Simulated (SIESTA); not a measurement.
Sc in SIESTA: the effect of functional

Sc, a slab with vacuum:

```
CELL_PARAMETERS angstrom
3.30880 0.00000 0.00000
-1.65440 2.86550 0.00000
0.00000 0.00000 28.17000
ATOMIC_POSITIONS crystal
Sc 0.66667 0.33333 0.26624
Sc 0.33333 0.66667 0.35974
Sc 0.66667 0.33333 0.45325
Sc 0.33333 0.66667 0.54675
Sc 0.66667 0.33333 0.64026
Sc 0.33333 0.66667 0.73376
```

The slab is cut from a database's or a generator's crystal, which needn't be the stable form of the element.

Alike in all runs:

* Program: SIESTA 5.4.2
* Task: band structure
* Basis: DZP (energy shift 0.003 Ry; two zetas on semicore shells)
* Grid cutoff: 800 Ry
* Energy shift: 0.003 Ry
* k mesh: 9 × 9 × 1
* Occupations: fermi-dirac, width 0.05 eV
* Spin: no spin polarisation

Q: One run gave: largest force 0.26 eV/Å. Which functional did it use?
A. PW91
B. WC
C. PBEsol
D. LDA
E. AM05

A: A.

```csv
functional,potentials or basis,largest force (eV/Å)
LDA,PseudoDojo 0.4 standard (LDA files),0.53
PBEsol,PseudoDojo 0.4 standard (PBEsol files),0.36
AM05,PseudoDojo 0.4 standard (PBEsol files),0.33
WC,PseudoDojo 0.4 standard (PBEsol files),0.37
PW91,PseudoDojo 0.4 standard (PBE files),0.26
revPBE,PseudoDojo 0.4 standard (PBE files),0.15
RPBE,PseudoDojo 0.4 standard (PBE files),0.15
BLYP,PseudoDojo 0.4 standard (PBE files),0.20
```

Caveats: the potentials were made for another functional, which shifts forces and pressure (some runs).

Runs at the PBE level aren't shown here.
